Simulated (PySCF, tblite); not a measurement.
# C4H11SSi radical: geometry, infrared bands and EPR parameters

What infrared bands and EPR parameters should C4H11SSi radical (`C[SiH]CCCS`) show?

Programs: tblite 0.8.0 and PySCF 2.14.0, with density-fitted response routines of our own. Each step states its level of theory. These are calculated values for one molecule in the gas phase, unless marked as measured. Atoms count from 0, in the outputs and in this text.

## Step 1: Starting geometry

17 atoms, charge 0, multiplicity 2; geometry from: force field or distance geometry start.

Bonds of the start (Å): C0–Si1 1.84, Si1–C2 1.88, C2–C3 1.52, C3–C4 1.52, C4–S5 1.81, C0–H6 1.09, C0–H7 1.09, C0–H8 1.09, Si1–H9 1.50, C2–H10 1.10, C2–H11 1.09, C3–H12 1.11, C3–H13 1.11, C4–H14 1.09, C4–H15 1.10, S5–H16 1.34.

## Step 2: Relaxing the molecule with GFN2-xTB

What the job is given:

```
{"job": {"kind": "relax", "xc": "GFN2-xTB", "basis": "xTB"}, "charge": 0, "multiplicity": 2}
C     -2.810500    -0.285500     0.558000
Si    -1.620000    -1.209900    -0.495800
C     -0.053500    -0.229100    -0.830600
C      0.782300     0.136700     0.387800
C      2.028300     0.913300     0.001300
S      3.012900     1.342300     1.452800
H     -2.399800    -0.058500     1.541700
H     -3.731600    -0.853200     0.713600
H     -3.089500     0.665200     0.094000
H     -1.255000    -2.500600     0.166400
H     -0.355700     0.695800    -1.351700
H      0.548200    -0.801200    -1.537100
H      0.175400     0.722000     1.108400
H      1.079100    -0.792300     0.916300
H      2.650300     0.335600    -0.684500
H      1.748300     1.843600    -0.504500
H      3.283700     0.088000     1.840400
```

On the command line:

```bash
$ OMP_NUM_THREADS=1 python probes_run.py task.json out
```

One launch serves the whole session: the jobs run in the order shown.

**Question.** This job is followed by: GFN2-xTB harmonic vibrations, gas phase; UKS B3LYP, pcH-1 on C H S Si, non-relativistic, mean-field spin-orbit, GIAO. What will the session give for the following? strongest single infrared mode (GFN2-xTB); zero-point energy (GFN2-xTB); g(iso) (B3LYP); ⟨S²⟩; largest a(iso) (averaged by class); potential on the surface of density 0.002 e/bohr³, 1st and 99th percentile.

The runs gave:

| quantity | value |
| --- | --- |
| strongest single infrared mode (GFN2-xTB) | 2216 cm⁻¹, 334 km/mol |
| zero-point energy (GFN2-xTB) | 85.3 kcal/mol |
| g(iso) (B3LYP) | 2.00337 |
| ⟨S²⟩ | 0.751 (exact 0.75) |
| largest a(iso) (averaged by class) | 29Si on Si1, -448.3 MHz |
| potential on the surface of density 0.002 e/bohr³, 1st and 99th percentile | -1.01 V and 1.02 V |

In words: Relaxing lowered the energy by 0.107 eV in 31 steps; the close pair that moved most is C0–Si1, from 1.839 to 1.899 Å. All 45 modes are real, so the xTB geometry is a minimum. The strongest single mode, at 2216 cm⁻¹, moves mainly H9. Unscaled tight-binding wavenumbers are off by several per cent, some by more. Its intensities can rank the bands wrongly. Most of the unpaired spin sits on Si1 (0.97 e). The isotropic g lies 1.0 ppt above the free-electron value. These values are for one conformer; the search (at its own cheap level) found 2 more, at 0.59, 1.34 kcal/mol, and measured spectra average over such forms.
